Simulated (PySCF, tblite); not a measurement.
# C4H11ClGeO2: geometry, infrared bands and NMR shifts

Wanted: the infrared bands and NMR shifts of C4H11ClGeO2 (`CCO[C@H](CCl)[O][GeH3]`), by calculation.

Computed with tblite 0.8.0 and PySCF 2.14.0, with density-fitted response routines of our own, on a single molecule in the gas phase. Atoms count from 0, in the outputs and in this text.

## (1) Starting geometry

19 atoms, charge 0, multiplicity 1; geometry from: force field or distance geometry start.

Bonds of the start (Å): C0–C1 1.55, C1–O2 1.37, O2–C3 1.41, C3–C4 1.49, C4–Cl5 1.78, C3–O6 1.37, O6–Ge7 1.77, C0–H8 1.11, C0–H9 1.10, C0–H10 1.09, C1–H11 1.13, C1–H12 1.08, C3–H13 1.10, C4–H14 1.11, C4–H15 1.11, Ge7–H16 1.54, Ge7–H17 1.57, Ge7–H18 1.55.

## (2) Geometry optimisation with GFN2-xTB

Job settings and geometry (Å):

```
{"job": {"kind": "relax", "xc": "GFN2-xTB", "basis": "xTB"}, "charge": 0, "multiplicity": 1}
C      2.780900    -0.609600     0.437700
C      1.375600    -0.448900    -0.185700
O      0.647500     0.454200     0.544900
C     -0.621900     0.578700    -0.054800
C     -0.730900     1.964600    -0.593400
Cl     0.524600     2.266700    -1.813600
O     -1.551600     0.285200     0.910800
Ge    -2.571200    -1.117200     0.537600
H      3.343500     0.284200     0.105300
H      2.686200    -0.594900     1.533000
H      3.286700    -1.520900     0.116800
H      0.881500    -1.468000    -0.118400
H      1.493700    -0.145900    -1.214200
H     -0.638600    -0.108800    -0.917300
H     -0.513800     2.657100     0.247700
H     -1.757300     2.188800    -0.938600
H     -2.082400    -1.803700    -0.755900
H     -4.092800    -0.757200     0.411500
H     -2.469600    -2.095100     1.739300
```

Launch:

```console
$ OMP_NUM_THREADS=1 python probes_run.py task.json out
```

The driver reads the jobs from task.json and runs them one after another.

**Question.** This job is followed by: GFN2-xTB harmonic vibrations, gas phase; GIAO PBE0/pcSseg-1 NMR shielding, non-relativistic, gas phase. What will the session give for the following? strongest single infrared mode (GFN2-xTB); zero-point energy (GFN2-xTB); 13C shifts against TMS (PBE0/pcSseg-1); 1H shifts against TMS (PBE0/pcSseg-1, means over atoms taken as alike); 17O shifts against H2O (PBE0/pcSseg-1); 35Cl shifts against HCl (PBE0/pcSseg-1); 73Ge shifts against GeMe4 (PBE0/pcSseg-1).

The runs gave:

| quantity | value |
| --- | --- |
| strongest single infrared mode (GFN2-xTB) | 2029 cm⁻¹, 455 km/mol |
| zero-point energy (GFN2-xTB) | 88.3 kcal/mol |
| 13C shifts against TMS (PBE0/pcSseg-1) | 105.4, 69.9, 50.7, 16.3 ppm |
| 1H shifts against TMS (PBE0/pcSseg-1, means over atoms taken as alike) | 4.78, 4.63, 4.00, 3.78, 3.48, 3.33, 1.37 ppm |
| 17O shifts against H2O (PBE0/pcSseg-1) | 109.7, 66.8 ppm |
| 35Cl shifts against HCl (PBE0/pcSseg-1) | 50 ppm |
| 73Ge shifts against GeMe4 (PBE0/pcSseg-1) | -103 ppm |

In words: Over 226 steps the energy fell by 0.981 eV; of the close pairs, Ge7–H17 changed most, 1.569 to 1.490 Å. No mode is imaginary among the 51: a minimum at this level. The strongest single mode, at 2029 cm⁻¹, moves mainly H18 and H16. Unscaled tight-binding wavenumbers are off by several per cent, some by more. Its intensities can rank the bands wrongly. The most deshielded hydrogen is H13 (hydrogen on an sp3 carbon bearing two oxygens), at 4.78 ppm: its carbon carries O, an electronegative neighbour. At PBE0/pcSseg-1: The widest tensor belongs to Cl5: span 328 ppm, with a paramagnetic part of -246 ppm. Spin-orbit coupling is left out, which matters for shieldings and couplings at and beside the heavy atoms.
